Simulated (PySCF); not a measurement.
# The bond of SrF, level by level

One table from this session's results is given with a row withheld; the runs are named, their logs left out.

Program: PySCF 2.14.0. Level of theory: Sr def2-SVPD with ECP28, F def2-SVPD, scalar-relativistic core potentials. These are calculated values, not measurements.

Set-up of the first run:

Settings of the job:

```
atoms                         : Sr, F
charge                        : 0
basis                         : Sr def2-SVPD with ECP28, F def2-SVPD
Hamiltonian                   : scalar-relativistic core potentials
basis functions               : 49
electrons treated             : 19
masses in u                   : 87.9056, 18.9984
levels                        : PBE0, PBE, r²SCAN, revPBE, B2PLYP, M06, HSE06, HF, MP2, SCS-MP2, CCSD, CCSD(T)
grid                          : 80 radial by 434 angular points
occupations                   : held fixed by the projection of orbital angular momentum
dissociation limit            : Sr + F, each in its ground configuration
starting distance in angstrom : 2.325
values of 2S to try           : 1, 3
```

On the command line:

```
$ OMP_NUM_THREADS=1 python dia.py task.json out
```

Among the steps run: The job; The PBE0 curve of the state that the search chose; Excited determinants; PBE (GGA); r²SCAN (meta-GGA); revPBE; B2PLYP; M06; HSE06; UHF (mean field); Adding correlation.

One table of the session follows, with a row left open; its other results are not shown here.

It belongs to the step «The curves together». Energy (eV) from each level's lowest point:

```
R (Å)    UHF  UHF-MP2  UHF-SCS-MP2  UHF-CCSD  UHF-CCSD(T)
1.822  1.230    1.163        1.190       n/a          n/a
1.907  0.580    0.541        0.558     0.546        0.546
1.992  0.207    0.188        0.197     0.189        0.190
2.055  0.061    0.053        0.057     0.053        0.053
2.119  0.000    0.000        0.000     0.000        0.000
2.183      ?        ?            ?         ?            ?
2.267  0.080    0.094        0.086     0.097        0.095
2.373  0.256    0.276        0.264     0.284        0.279
2.500  0.531    0.559        0.544     0.572        0.565
2.670  0.946    0.982        0.964       n/a          n/a
```

Estimate the missing values for R (Å) = 2.183.

Worked estimate for «UHF». A straight line through the neighbours (2.119, 0.000) and (2.267, 0.080) gives 0.000 + (0.080 − 0.000) × (2.183 − 2.119) / (2.267 − 2.119) = 0.035; a parabola fitted to 4 rows on both sides gives 0.009.

As computed: UHF: 0.003; UHF-MP2: 0.010; UHF-SCS-MP2: 0.006; UHF-CCSD: 0.011; UHF-CCSD(T): 0.010. In «UHF» the line misses by +0.032 and the parabola by +0.006.
